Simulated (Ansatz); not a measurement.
# C6H16Ge: up Jacob's ladder to CCSD(T)

Aim: compute C6H16Ge with functionals from several rungs and with coupled cluster. The yardstick is the atomisation energy at the CCSD(T) limit.

Computed with Ansatz 0.2.0, Gaussian basis. Level: functionals in def2-TZVPP, the program's frozen cores in correlated methods.

Plan: LDA (SPW92), PBE-D4, revPBE-D4, BLYP-D4, r2SCAN-D4, B97M-V, PBE0-D4, B3LYP-D4, r2SCANh-D4, r2SCAN0-D4, HSE06-D4, BHLYP-D4, CAM-B3LYP-D4, LC-ωPBE, ωB97X-V, ωB97M-V, B2PLYP, PBE-QIDH; CCSD(T)/def2-SVP; CCSD(T)/def2-TZVPP; MP2/def2-QZVPP; extrapolation to the limit; RPA on PBE.

**1. The geometry**

All runs share one geometry, relaxed beforehand with PBE0-D4 in a triple-zeta def2 set.

SMILES `C[CH2][GeH]([CH2]C)[CH2]C`, 23 atoms, charge 0, spin multiplicity 1.

Atoms are counted from 1 here; the program's logs count them from 0.

Bond lengths: C1–C2 1.523 Å, C1–H8 1.094 Å, C1–H9 1.094 Å, C1–H10 1.094 Å, C2–Ge3 1.967 Å, C2–H11 1.094 Å, C2–H12 1.094 Å, Ge3–C4 1.965 Å, Ge3–C6 1.965 Å, Ge3–H13 1.551 Å, C4–C5 1.523 Å, C4–H14 1.094 Å, C4–H15 1.095 Å, C5–H16 1.094 Å, C5–H17 1.094 Å, C5–H18 1.093 Å, C6–C7 1.523 Å, C6–H19 1.094 Å and more. Angles: C2–C1–H8 111.6°, C2–C1–H9 111.6°, C2–C1–H10 111.8°, H8–C1–H9 107.1°, H8–C1–H10 107.2°, H9–C1–H10 107.2°, C1–C2–Ge3 113.0°, C1–C2–H11 110.7°, C1–C2–H12 110.7°, Ge3–C2–H11 108.1°, Ge3–C2–H12 108.1°, H11–C2–H12 106.1°, C2–Ge3–C4 109.9°, C2–Ge3–C6 109.9°, C2–Ge3–H13 108.7°, C4–Ge3–C6 110.3°, C4–Ge3–H13 108.9°, C6–Ge3–H13 108.9° and more.

As a file:

```csv
atom,x (Å),y (Å),z (Å)
C1,-1.5006,1.6788,0.1672
C2,-0.1212,1.4075,0.7524
Ge3,0.6386,-0.3093,0.1660
C4,0.8386,-0.3202,-1.7893
C5,1.6841,0.8294,-2.3200
C6,-0.5220,-1.7872,0.7421
C7,-0.7697,-1.8152,2.2442
H8,-2.2190,0.9057,0.4542
H9,-1.4761,1.7063,-0.9258
H10,-1.9042,2.6372,0.5060
H11,-0.1593,1.4060,1.8457
H12,0.5787,2.2010,0.4748
H13,2.0359,-0.4834,0.8160
H14,1.2740,-1.2823,-2.0754
H15,-0.1635,-0.2953,-2.2292
H16,1.7882,0.7884,-3.4081
H17,2.6915,0.8146,-1.8949
H18,1.2437,1.7994,-2.0732
H19,-0.0616,-2.7226,0.4104
H20,-1.4682,-1.7025,0.1981
H21,-1.2622,-0.9011,2.5873
H22,-1.4070,-2.6553,2.5350
H23,0.1662,-1.9068,2.8023
```

**2. LDA**

This LDA is Slater exchange with PW92 correlation.

in.yaml reads:

```yaml
crystal:
  periodic: [false, false, false]
  atoms:
    - {symbol: C, position_ang: [-1.500615, 1.678751, 0.167220]}
    - {symbol: C, position_ang: [-0.121185, 1.407454, 0.752428]}
    - {symbol: Ge, position_ang: [0.638616, -0.309300, 0.165954]}
    - {symbol: C, position_ang: [0.838615, -0.320185, -1.789295]}
    - {symbol: C, position_ang: [1.684127, 0.829448, -2.320004]}
    - {symbol: C, position_ang: [-0.521999, -1.787173, 0.742130]}
    - {symbol: C, position_ang: [-0.769691, -1.815180, 2.244170]}
    - {symbol: H, position_ang: [-2.219018, 0.905664, 0.454153]}
    - {symbol: H, position_ang: [-1.476089, 1.706288, -0.925819]}
    - {symbol: H, position_ang: [-1.904226, 2.637234, 0.506016]}
    - {symbol: H, position_ang: [-0.159279, 1.406047, 1.845662]}
    - {symbol: H, position_ang: [0.578651, 2.201015, 0.474759]}
    - {symbol: H, position_ang: [2.035865, -0.483421, 0.816043]}
    - {symbol: H, position_ang: [1.273963, -1.282306, -2.075442]}
    - {symbol: H, position_ang: [-0.163483, -0.295264, -2.229231]}
    - {symbol: H, position_ang: [1.788200, 0.788386, -3.408121]}
    - {symbol: H, position_ang: [2.691531, 0.814629, -1.894941]}
    - {symbol: H, position_ang: [1.243689, 1.799417, -2.073211]}
    - {symbol: H, position_ang: [-0.061595, -2.722642, 0.410402]}
    - {symbol: H, position_ang: [-1.468169, -1.702508, 0.198085]}
    - {symbol: H, position_ang: [-1.262210, -0.901146, 2.587287]}
    - {symbol: H, position_ang: [-1.406972, -2.655291, 2.535023]}
    - {symbol: H, position_ang: [0.166179, -1.906816, 2.802331]}
basis:
  gaussian: {orbitals: def2-TZVPP}
hamiltonian: {xc: lda}
output: {orbitals: {seedname: orbitals}}
```

Run with:

```console
ansatz run in.yaml --threads 4 --pin off --events-out ev --progress --plain --max-ram 46080MiB --backend cuda --devices 0, --max-vram 37GiB
```

After this run come: PBE-D4 (GGA); revPBE-D4 (GGA); BLYP-D4 (GGA); r2SCAN-D4 (meta-GGA); B97M-V (meta-GGA); PBE0-D4 (hybrid); B3LYP-D4 (hybrid); r2SCANh-D4 (hybrid); r2SCAN0-D4 (hybrid); HSE06-D4 (hybrid); BHLYP-D4 (hybrid); CAM-B3LYP-D4 (range-separated); LC-ωPBE (range-separated); ωB97X-V (range-separated); ωB97M-V (range-separated); B2PLYP (double hybrid); PBE-QIDH (double hybrid); CCSD(T) in def2-SVP; CCSD(T) in def2-TZVPP; MP2 in def2-QZVPP; RPA on PBE orbitals.

**Question.** What will the summary of the whole plan be? Wanted: atomisation energy, CCSD(T)/CBS; farthest beyond LDA; mean size of error, GGA; mean size of error, meta-GGA; mean size of error, hybrid; mean size of error, range-separated; mean size of error, double hybrid; gap, smallest and largest; T1 diagnostic.

As calculated:

```
                               quantity                                                                                                                                          value
        atomisation energy, CCSD(T)/CBS                                                                                                                                      90.248 eV
    functionals within 0.902 eV (1.0 %)  revPBE-D4, BLYP-D4, r2SCAN-D4, B97M-V, PBE0-D4, B3LYP-D4, r2SCANh-D4, r2SCAN0-D4, HSE06-D4, CAM-B3LYP-D4, LC-ωPBE, ωB97X-V, ωB97M-V, PBE-QIDH
                    farthest beyond LDA                                                                                                                           BHLYP-D4 (-1.780 eV)
                mean size of error, GGA                                                                                                                                       0.872 eV
           mean size of error, meta-GGA                                                                                                                                       0.040 eV
             mean size of error, hybrid                                                                                                                                       0.548 eV
    mean size of error, range-separated                                                                                                                                       0.175 eV
      mean size of error, double hybrid                                                                                                                                       0.630 eV
              gap, smallest and largest                                                                                                      6.40 eV (LDA (SPW92)), 13.26 eV (LC-ωPBE)
                          T1 diagnostic                                                                                                                                         0.0094
triples share of the correlation energy                                                                                                                                          3.7 %
```

**Reading.** LDA overbinds by 11.193 eV (12 %). PBE-D4 is off by +0.969 eV. Double hybrids carry the basis error of their MP2 part in triple zeta, and no dispersion term here, so their miss is partly the set-up's. The rungs meta-GGA, range-separated, hybrid, double hybrid, GGA miss on average by less than the doubt on the reference (0.902 eV), so they tie. Misses under about 0.902 eV are within the doubt on the reference itself, which lacks core-valence correlation, relativity and higher excitations, and its outer-core shells are covered unevenly. Hartree-Fock recovers 76 % of the binding; the rest is correlation. CCSD(T) in def2-SVP is off by -3.681 eV, so the small basis spoils what the method gains. Orbital gaps span 6.4 to 13.3 eV; exact exchange widens them. Correlated methods include outer-core shells of Ge, which these sets cover unevenly.
